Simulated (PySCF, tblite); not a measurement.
**C4H8FNSi2: geometry, infrared bands and NMR shifts**

Wanted: the infrared bands and NMR shifts of C4H8FNSi2 (`C=N[Si@H]1[SiH2]C(F)=C1C`), by calculation.

The runs use tblite 0.8.0 and PySCF 2.14.0, with density-fitted response routines of our own; the level of theory stands in each step. All values are computed, except where a source is named. Atoms are numbered from 0 throughout.

**1. The starting structure**

16 atoms, charge 0, multiplicity 1; geometry from: force field or distance geometry start.

Bonds of the start (Å): C0–N1 1.30, N1–Si2 1.73, Si2–Si3 2.23, Si3–C4 1.94, C4–F5 1.36, C4–C6 1.36, C6–C7 1.57, C6–Si2 1.92, C0–H8 1.10, C0–H9 1.11, Si2–H10 1.48, Si3–H11 1.48, Si3–H12 1.50, C7–H13 1.09, C7–H14 1.10, C7–H15 1.09.

**2. Relaxing the molecule with GFN2-xTB**

The job: settings as JSON, then the geometry in Å.

```
{"job": {"kind": "relax", "xc": "GFN2-xTB", "basis": "xTB"}, "charge": 0, "multiplicity": 1}
C      2.441700    -1.234100    -0.277600
N      1.897100    -0.259500    -0.949400
Si     0.868600     0.798800    -0.052200
Si    -0.545500     2.144500    -1.133600
C     -1.703200     0.797800    -0.352900
F     -3.054400     0.731500    -0.460500
C     -0.826100    -0.040700     0.259000
C     -1.087800    -1.356000     1.071800
H      3.106900    -1.938400    -0.798700
H      2.272600    -1.429700     0.804900
H      1.478300     1.222900     1.224300
H     -0.579200     2.114400    -2.615600
H     -0.797500     3.489100    -0.528600
H     -0.593200    -1.319500     2.038700
H     -2.170200    -1.489900     1.233700
H     -0.715900    -2.222400     0.525400
```

On the command line:

```console
$ OMP_NUM_THREADS=1 python probes_run.py task.json out
```

This one command runs all jobs of the session in turn.

**Question.** This job is followed by: GFN2-xTB harmonic vibrations, gas phase; GIAO PBE0/pcSseg-1 NMR shielding, non-relativistic, gas phase. What will the session give for the following? strongest single infrared mode (GFN2-xTB); zero-point energy (GFN2-xTB); ¹³C shifts against TMS (PBE0/pcSseg-1); ¹H shifts against TMS (PBE0/pcSseg-1, means over atoms taken as alike); ¹⁵N shifts against NH3 (PBE0/pcSseg-1); ²⁹Si shifts against TMS (PBE0/pcSseg-1); ¹⁹F shifts against CFCl3 (PBE0/pcSseg-1); surface potential, 1st and 99th percentile.

The runs gave:

| quantity | value |
| --- | --- |
| strongest single infrared mode (GFN2-xTB) | 2207 cm⁻¹, 456 km/mol |
| zero-point energy (GFN2-xTB) | 65.6 kcal/mol |
| ¹³C shifts against TMS (PBE0/pcSseg-1) | 178.8, 176.2, 155.3, 15.8 ppm |
| ¹H shifts against TMS (PBE0/pcSseg-1, means over atoms taken as alike) | 8.92, 8.73, 5.67, 4.74, 4.69, 2.06 ppm |
| ¹⁵N shifts against NH3 (PBE0/pcSseg-1) | 427.9 ppm |
| ²⁹Si shifts against TMS (PBE0/pcSseg-1) | -46.6, -60.4 ppm |
| ¹⁹F shifts against CFCl3 (PBE0/pcSseg-1) | -62.3 ppm |
| surface potential, 1st and 99th percentile | -1.37 V and 1.14 V |

**Reading.** Over 95 steps the energy fell by 0.635 eV; of the close pairs, Si2–Si3 changed most, 2.232 to 2.333 Å. No mode is imaginary among the 42: a minimum at this level. The strongest single mode, at 2207 cm⁻¹, moves mainly H12. Unscaled tight-binding wavenumbers are off by several per cent, some by more. Its intensities can rank the bands wrongly. At PBE0/pcSseg-1: Shielding is most anisotropic at N1 (span 829 ppm, paramagnetic term -492 ppm). By nearest atom (PBE0/pcSseg-1), the HOMO sits on N1 62 %; H9 11 % and the LUMO on C0 33 %; N1 27 %.
